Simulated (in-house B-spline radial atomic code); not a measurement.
# Nd²⁺: ionisation energy by several methods

An exercise on one series of results from a longer session: the logs are not shown, and one member is left open.

The numbers are computed with in-house B-spline radial atomic code version 1 (scalar-relativistic (X2C), several functionals, spin-polarised, exact exchange averaged over the configuration; spherical all-electron atom at the radial basis limit), except any that are marked as measured or tabulated.

### The atom as given

- element: neodymium (Z = 60)
- charge: +2
- electrons: 58
- configuration: [Xe] 4f4
- nucleus: Fermi, rms radius 4.912 fm

The outer shells:

[Xe] 4f4
```
[Xe] core
4f [↑ ][↑ ][↑ ][↑ ][  ][  ][  ]
```

Where spins are not typed, each open shell is filled with up spins first.

The first run:

Input settings:

```ini
Z = 60
electrons = 58.0
configuration = [Xe] 4f4
hamiltonian = x2c
method = bhandhlyp
spin_polarised = True
nucleus = fermi
rms_radius = 4.9123
mass_number = 142
atomic_mass = 141.907728824
speed_of_light = 137.035999084
exact_exchange = averaged over the configuration
```

Run with:

```console
python run_scf.py task.json out
```

The settings of every run stand in task.json; they run in order.

Among the steps run: BHandHLYP, a global hybrid; B3LYP, a global hybrid; ωB97X, a range-separated hybrid; LC-ωPBE, a range-separated hybrid; M06-2X, a global hybrid.

One of the session's tables, all rows but one given; the rest of the session is left out.

| method | ΔSCF (eV) |
| --- | --- |
| BHandHLYP | 22.036 |
| B3LYP | 22.898 |
| M06-2X | ? |
| ωB97X | 22.645 |
| LC-ωPBE | 22.977 |

Q: Estimate the row for M06-2X from the others.

**Answer.** ΔSCF (eV): 22.377. In the column «ΔSCF (eV)» it lies between BHandHLYP (22.036) and ωB97X (22.645).
